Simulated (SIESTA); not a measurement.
Crystal: Ga3Sb.

```
Sb Ga
1.0
    -2.15880    2.15880    4.76048
     2.15880   -2.15880    4.76048
     2.15880    2.15880   -4.76048
Sb Ga
1 3
Direct
  0.00000 0.00000 0.00000
  0.50000 0.50000 0.00000
  0.25000 0.75000 0.50000
  0.75000 0.25000 0.50000
```

The cell comes from a database or a generator and needn't be the stable form of this composition.

| Property | Result |
| --- | --- |
| Program | SIESTA 5.4.2 |
| Task | single point |
| Functional | PBE |
| Potentials or basis | PseudoDojo 0.4 standard (PBE files) |
| Basis | DZP (energy shift 0.003 Ry; two zetas on semicore shells) |
| Grid cutoff | 800 Ry |
| Energy shift | 0.003 Ry |
| k mesh | 9 × 9 × 9 |
| Occupations | fermi-dirac, width 0.05 eV |
| Spin | no spin polarisation |

On this cell: pressure 0.0 GPa; largest force under 0.003 eV/Å; band gap on the k mesh none (metal or under the smearing width).

The same run follows on a disturbed copy (atoms moved at random, drawn with an rms of 0.05 Å):

```xyz
4
Lattice="-2.1588 2.1588 4.7605 2.1588 -2.1588 4.7605 2.1588 2.1588 -4.7605" Properties=species:S:1:pos:R:3 pbc="T T T"
Sb   -0.0293   -0.0204   -0.0513
Ga    0.0091    0.0181    4.7341
Ga    2.1357    0.0110    2.3980
Ga    0.0183    2.1764    2.3719
```

Problem. What does the disturbed cell give?

Solution. The energy (extrapolated to zero smearing) moves by +2.7 meV/atom; pressure 0.1 GPa; largest force 0.204 eV/Å; band gap on the k mesh none (metal or under the smearing width).

Forces on the atoms (eV/Å):
```
Sb   0.097  0.091  0.155
Ga  -0.087 -0.081  0.072
Ga   0.060  0.000 -0.128
Ga  -0.070 -0.009 -0.099
```

Stress tensor (GPa, compression positive):
```
-0.10  0.02  0.15
 0.02 -0.01 -0.03
 0.15 -0.03  0.35
```

Caveats: the basis of atomic orbitals isn't converged, which shifts pressures, moduli and gaps.
